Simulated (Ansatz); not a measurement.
Consider a check of PAW against all-electron LAPW of MgNiH, space group P4/mmm (Ansatz's Python interface).

The script, `paw_lapw.py`:
```python
from dataclasses import dataclass

import ansatz as az
import numpy as np


@dataclass
class RunConfig:
    functional: str = 'pbesol'
    mesh: tuple[int, ...] = (10, 10, 9)
    filling: str = 'Fermi-Dirac'
    sigma: float = 0.15


opts = RunConfig()


def count_gap(report):
    # lowest empty less highest filled band, counting bands; zero where they overlap
    return max(report.get('gap_by_band_count_ev') or 0.0, 0.0)


def main() -> None:
    crystal = (
        az.Lattice.from_parameters(3.088117, 3.088117, 3.257024, alpha=90, beta=90, gamma=90)
        .space_group(123, hermann_mauguin='P4/mmm')
        .atom('Mg', (0.0, 0.0, 0.0))
        .atom('Ni', (0.5, 0.5, 0.5))
        .atom('H', (0.5, 0.5, 0.0))
        .moments(Ni=1.5)
    )

    base = (
        crystal.calculation()
        .spin(az.SpinTreatment.COLLINEAR)
        .functional(opts.functional)
        .kpoints(*opts.mesh)
        .occupations(opts.filling, width=opts.sigma)
        .stress()
        .forces()
        .band_table()
    )
    variants = {
        'PAW': base.pseudopotentials('paw'),
        'LAPW': base.pseudopotentials('all_electron', lapw=True),
    }
    rows = []
    for label, variant in variants.items():
        report = variant.run(threads=1, backend='cpu').report
        levels = np.array(report['eigenvalues_ev'][0]) - report['fermi_energy_ev']
        print(label, 'levels at the first k-point near E_F:', np.round(levels[np.abs(levels) < 5], 3))
        rows.append((label, report['n_electrons'], np.trace(report['stress_gpa']) / 3, float(np.abs(report['forces_ev_ang']).max()), count_gap(report), report['magnetization_mub']))
    print('     treatment  electrons in bands           P GPa  max force component eV/A  gap by band count eV      moment muB')
    for row in rows:
        print(f'{str(row[0]):>14s}  {row[1]:18.1f}  {row[2]:14.3f}  {row[3]:24.4f}  {row[4]:20.3f}  {row[5]:14.3f}')


if __name__ == '__main__':
    main()
```

How well do the two treatments of the cores agree on the pressure?

PAW gives -2.692 GPa and LAPW -2.735 GPa, 0.043 GPa apart. They took 11.1 and 110.4 s of processor time.

What the script printed:

```console
$ python paw_lapw.py
DeckWarning: basis.ecutwfc = 420 eV, auto-derived from the records' recommended cutoffs: set by Mg (normal level)
RunWarning: the starting moments were not kept: the SCF closed with an absolute magnetisation of 2.2e-6 μB, where they sum to 1.5 μB in size (1 site). That is at most 0.1 of that sum. Measured as [...]
PAW levels at the first k-point near E_F: [-3.853 -2.155 -1.361 -1.361 -0.976  4.819]
LAPW levels at the first k-point near E_F: [-3.845 -2.162 -1.356 -1.356 -0.987  4.815]
     treatment  electrons in bands           P GPa  max force component eV/A  gap by band count eV      moment muB
           PAW                29.0          -2.692                    0.0000                 0.000          -0.000
          LAPW                29.0          -2.735                    0.0000                 0.000          -0.000
```
(Warnings from the package without file and line, shortened, repeats left out.)

Caveats:
- The SCF didn't keep the moments it started from (some shrank, vanished or turned); what is printed is the state reached.
- The computed bands are complete only to about 5.5 eV above the Fermi level.
- The mesh is modest for a metal, so energies can be off by several to tens of meV an atom and pressures by half a GPa or more; differences at equal mesh fare better.
- The smearing is wide enough that free energy and stress hold a thermal part of the electrons.
- A gap by band count of zero or less means overlapping bands, a metal.
- This cell is a computed structure, which may not be the phase found in nature.
- Gaps and levels are Kohn-Sham values on a finite set of k-points.
- Pressure is positive in compression; the treatments may keep other shells as core, so totals and counts of electrons can differ.
- It ran for 2 min on 1 thread of Arm Neoverse V1, with other jobs on the host, peak memory 1 GiB.
